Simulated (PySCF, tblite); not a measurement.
**C5H9N3: geometry, infrared bands and NMR shifts**

Wanted: the infrared bands and NMR shifts of C5H9N3 (`Cc1nc(C)n(C)n1`), by calculation.

Programs: tblite 0.8.0 and PySCF 2.14.0, with density-fitted response routines of our own. Each step states its level of theory. These are calculated values for one molecule in the gas phase, unless marked as measured. Atoms count from 0, in the outputs and in this text.

### Step 1. Starting geometry

17 atoms, charge 0, multiplicity 1; geometry from: force field or distance geometry start.

Bonds of the start (Å): C0–C1 1.51, C1–N2 1.34, N2–C3 1.37, C3–C4 1.50, C3–N5 1.34, N5–C6 1.45, N5–N7 1.34, N7–C1 1.35, C0–H8 1.13, C0–H9 1.08, C0–H10 1.12, C4–H11 1.10, C4–H12 1.11, C4–H13 1.10, C6–H14 1.14, C6–H15 1.09, C6–H16 1.09.

### Step 2. Optimising the geometry with GFN2-xTB

The job: settings as JSON, then the geometry in Å.

```
{"job": {"kind": "relax", "xc": "GFN2-xTB", "basis": "xTB"}, "charge": 0, "multiplicity": 1}
C      3.067500    -0.198400    -0.109500
C      1.557800    -0.133900    -0.082500
N      0.689200    -1.143600    -0.244400
C     -0.585300    -0.643200    -0.142400
C     -1.847300    -1.444700    -0.255500
N     -0.475300     0.665400     0.111100
C     -1.551400     1.624200     0.309100
N      0.823700     0.971300     0.153500
H      3.426600     0.867200    -0.170900
H      3.412000    -0.814700    -0.932700
H      3.417000    -0.537300     0.900300
H     -2.689100    -0.828700    -0.613400
H     -1.732100    -2.302300    -0.942900
H     -2.086700    -1.826000     0.745900
H     -1.354800     2.228200     1.251000
H     -1.565000     2.375500    -0.482200
H     -2.513800     1.153000     0.495400
```

On the command line:

```console
$ OMP_NUM_THREADS=1 python probes_run.py task.json out
```

One launch serves the whole session: the jobs run in the order shown.

**Question.** This job is followed by: GFN2-xTB harmonic vibrations, gas phase; GIAO PBE0/pcSseg-1 NMR shielding, non-relativistic, gas phase. What will the session give for the following? strongest single infrared mode (GFN2-xTB); zero-point energy (GFN2-xTB); ¹³C shifts against TMS (PBE0/pcSseg-1); ¹H shifts against TMS (PBE0/pcSseg-1, means over atoms taken as alike); ¹⁵N shifts against NH3 (PBE0/pcSseg-1).

**Answer**, as computed:

```
                                                              quantity                               value
                             strongest single infrared mode (GFN2-xTB)                1437 cm⁻¹, 95 km/mol
                                          zero-point energy (GFN2-xTB)                       87.5 kcal/mol
                                ¹³C shifts against TMS (PBE0/pcSseg-1)  162.2, 156.1, 35.6, 16.1, 14.1 ppm
¹H shifts against TMS (PBE0/pcSseg-1, means over atoms taken as alike)                3.81, 2.43, 2.39 ppm
                                ¹⁵N shifts against NH3 (PBE0/pcSseg-1)             335.5, 295.8, 224.0 ppm
```

The optimisation took 117 steps and gained 0.565 eV; among the close pairs (by a distance rule), N2–C3 changed most, from 1.373 to 1.315 Å. No mode is imaginary among the 45: a minimum at this level. The strongest single mode, at 1437 cm⁻¹, is spread over many atoms; the largest shares are those of C3, N5. Unscaled tight-binding wavenumbers are off by several per cent, some by more. Its intensities can rank the bands wrongly. H14, H15, H16 (mean) (hydrogen on a methyl carbon bonded to N) lies farthest downfield among hydrogen, at 3.81 ppm; its carbon carries N, which withdraws density. At PBE0/pcSseg-1: The largest span, 368 ppm, is at N2, where the paramagnetic term is -364 ppm. NICS(1)zz of -28 ppm above the planar ring from C1 marks a diatropic (aromatic) ring current.
